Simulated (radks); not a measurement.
**Nuclear size and the levels of Er²⁺**

Aim: how the total energy, the levels and the density at the nucleus of Er²⁺ respond when the nuclear radius is scaled.

The numbers are computed with radks (a radial shooting solver on a logarithmic mesh, Libxc functionals) version 1 (Dirac Kohn-Sham, exchange-only LDA, spin-unpolarised, spherical densities, finite nucleus; open shells fill j = l - 1/2 first), except any that are marked as measured or tabulated.

## (1) Starting point

| Quantity | Value |
| --- | --- |
| element | erbium (Z = 68) |
| charge | +2 |
| electrons | 66 |
| configuration | [Xe] 4f12 |
| nuclear rms radius | 5.2516 fm |

## (2) rms radius 5.2516 fm

Input:

```text
Z 68
configuration [Xe] 4f12 6s0 5d0
relativity Dirac
functional lda,
spin unpolarised
j_filling energy
nucleus finite rms 5.2516 fm
c 137.035999084
```

## (3) rms radius 4.6057 fm

Changes since step 2:

```diff
@@ -6,3 +6,3 @@
 j_filling energy
-nucleus finite rms 5.2516 fm
+nucleus finite rms 4.6057 fm
 c 137.035999084
```

## (4) rms radius 4.779 fm

Changes since step 3:

```diff
@@ -6,3 +6,3 @@
 j_filling energy
-nucleus finite rms 4.6057 fm
+nucleus finite rms 4.779 fm
 c 137.035999084
```

## (5) rms radius 5.6455 fm

Changes since step 4:

```diff
@@ -6,3 +6,3 @@
 j_filling energy
-nucleus finite rms 4.779 fm
+nucleus finite rms 5.6455 fm
 c 137.035999084
```

## (6) rms radius 5.8345 fm

Changes since step 5:

```diff
@@ -6,3 +6,3 @@
 j_filling energy
-nucleus finite rms 5.6455 fm
+nucleus finite rms 5.8345 fm
 c 137.035999084
```

**Question.** What will these runs give? Wanted: for each run, rms radius; total energy shift; density at nucleus; 1s1/2 shift; 2s1/2 shift; 4s1/2 shift; 5s1/2 shift; 6s1/2 shift.

**Answer**, as computed:

```csv
rms radius (fm),total energy shift (eV),density at nucleus (e/bohr³),1s1/2 shift (meV),2s1/2 shift (meV),4s1/2 shift (meV),5s1/2 shift (meV),6s1/2 shift (meV)
4.6057,-7.39,9.028e+05,-3029,-404,-21.3,-3.36,-0.450
4.779,-5.48,8.932e+05,-2244,-300,-15.7,-2.49,-0.333
5.2516,0,8.692e+05,0,0,0,0,0
5.6455,4.84,8.512e+05,1985,265,13.9,2.20,0.295
5.8345,7.25,8.431e+05,2973,397,20.9,3.29,0.442
```

Shifts are against the first run. Over the range the 1s1/2 level moves by 6.00 eV and the 6s1/2 level by 0.892 meV. A larger nucleus binds the 1s electrons less and lowers the density at its centre. These are shifts of eigenvalues, not the field shifts of spectral lines.
